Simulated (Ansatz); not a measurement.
The system is MoN2.

```
Mo N
1.0
     4.34805    0.00000    0.00000
     0.00000    4.34805    0.00000
     0.00000    0.00000    2.76746
Mo N
2 4
Direct
  0.00000 0.00000 0.00000
  0.50000 0.50000 0.00000
  0.61165 0.88835 0.50000
  0.38835 0.11165 0.50000
  0.11165 0.61165 0.50000
  0.88835 0.38835 0.50000
```

Measurements of this composition are mostly on another form, of space group No. 160.

Base run:

| Property | Result |
| --- | --- |
| Program | Ansatz 0.2.0 |
| Functional | PBEsol |
| Potentials or basis | Ansatz PAW |
| Cutoff | 420 eV (not typed: the program's choice for these potentials) |
| k mesh | 6 × 6 × 10 |
| Occupations | fermi-dirac, width 0.05 eV |
| Spin | no spin polarisation |
| Hubbard terms | Mo d U = 5 eV |

Its results: band gap on the k mesh none (metal or under the smearing width); pressure -9.4 GPa; largest force 0.336 eV/Å.

The run is repeated on the same cell with these changes: hubbard terms from Mo d U = 5 eV to Mo d U = 6 eV. What comes out?

Band gap on the k mesh none (metal or under the smearing width); pressure -6.8 GPa; largest force 0.547 eV/Å.

Caveats: U without spin polarisation on a metal has little footing; the PAW data sets come from PBE, with cores solved anew for the run's functional, which leaves a small shift of forces and pressure.
